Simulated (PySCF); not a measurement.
# C3H9GaO: the cost of one run

The runs use PySCF 2.14.0, with density-fitted response routines of our own; the level of theory stands in each step. All values are computed, except where a source is named. Atoms are numbered from 0 throughout.

1 further run of the same task is left out (for a known fault of the program).

**1. The molecule as given**

14 atoms, charge 0, multiplicity 1; geometry from: GFN2-xTB. The atoms were then displaced at random by about 0.01 Å, so the start is not that level's minimum.

Bonds of the start (Å): C0–C1 1.50, C1–C2 1.52, C2–O3 1.46, O3–Ga4 1.68, C0–H5 1.11, C0–H6 1.10, C0–H7 1.09, C1–H8 1.11, C1–H9 1.09, C2–H10 1.10, C2–H11 1.08, Ga4–H12 1.58, Ga4–H13 1.52.

**2. Optimising the geometry at PBE0-D3(BJ)/def2-SVP**

The job: settings as JSON, then the geometry in Å.

```
{"job": {"xc": "PBE0", "basis": "def2-SVP", "d3": "d3bj", "grid": 1, "shake": 0.01, "kind": "geom"}, "charge": 0, "multiplicity": 1}
C     -1.379530     0.742400    -0.028210
C     -1.028360    -0.709790     0.048140
C      0.121250    -1.059300    -0.885420
O      1.379520    -0.423310    -0.508480
Ga     2.287640     0.761580     0.257610
H     -1.712820     1.031960    -1.045490
H     -0.533530     1.390280     0.240840
H     -2.202330     0.996950     0.643490
H     -0.731010    -0.948600     1.093670
H     -1.881320    -1.327260    -0.214740
H      0.302010    -2.143650    -0.843270
H     -0.101440    -0.766590    -1.898320
H      1.717670     2.060840     0.956160
H      3.755110     0.379400     0.171290
```

The run is started by

```bash
OMP_NUM_THREADS=1 python probes_run.py task.json out
```

This one command runs all jobs of the session in turn.

Q: Estimate the wall time and peak memory of this first job on 1 thread of Arm Neoverse V1, shared host.

About 2.9 min, with a peak of 0.52 GiB.
